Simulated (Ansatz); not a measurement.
# Al4As: the cost of one run

Method: DFT PBE, scalar-relativistic, plane waves, PAW, in Ansatz 0.2.0.

### 1 The structure to begin with

Symmetry: P4/mmm, No. 123, tetragonal system. Conventional cell: a = 4.081 Å, b = 4.081 Å, c = 5.771 Å, α = 90.00°, β = 90.00°, γ = 90.00°. Al (site symmetry 2mm) is surrounded by 2 As at 2.50 Å. As (site symmetry 4/mmm) has 8 Al at 2.50 Å as nearest neighbours.

As a file:

```cif
data_structure
_symmetry_space_group_name_H-M 'P 1'
_symmetry_Int_Tables_number 1
_cell_length_a 4.0808
_cell_length_b 4.0808
_cell_length_c 5.7712
_cell_angle_alpha 90.000
_cell_angle_beta 90.000
_cell_angle_gamma 90.000
_cell_volume 96.11
loop_
_atom_site_label
_atom_site_type_symbol
_atom_site_fract_x
_atom_site_fract_y
_atom_site_fract_z
_atom_site_occupancy
Al1 Al 0.50000 0.00000 0.25000 1
Al2 Al 0.00000 0.50000 0.75000 1
Al3 Al 0.50000 0.00000 0.75000 1
Al4 Al 0.00000 0.50000 0.25000 1
As1 As 0.00000 0.00000 0.00000 1
```

A structure generator made this guess: ordered vacancies on the anion sites of antifluorite (P4/mmm, No. 123). Lengths come from tabulated atomic sizes and are only a guess.

### 2 A first look at the guess

input.yaml reads:

```yaml
crystal:
  lattice:
    - [4.08084991, 0.0, 0.0]
    - [0.0, 4.08084991, 0.0]
    - [0.0, 0.0, 5.77119329]
  atoms:
    - { symbol: Al, position: [0.5, 0.0, 0.25] }
    - { symbol: Al, position: [0.0, 0.5, 0.75] }
    - { symbol: Al, position: [0.5, 0.0, 0.75] }
    - { symbol: Al, position: [0.0, 0.5, 0.25] }
    - { symbol: As, position: [0.0, 0.0, 0.0] }
basis:
  ecutwfc: 420
kpoints:
  mp_grid: { grid: [4, 4, 4] }
hamiltonian:
  xc: pbe
scf:
  occupations: { method: gaussian, width: 0.1 }
  lower_state_search: "off"
output:
  forces: true
  stress: true
  eigenvalues: true
```

Command:

```sh
$ ansatz run input.yaml --threads 1 --pin off --max-ram 2048MiB --backend cpu --events-out ev --progress --plain --runs-dir out
```

Q: Estimate wall time and peak memory on 1 thread of Arm Neoverse V1, shared host.

About 2.2 s, with a peak of 0.32 GiB.
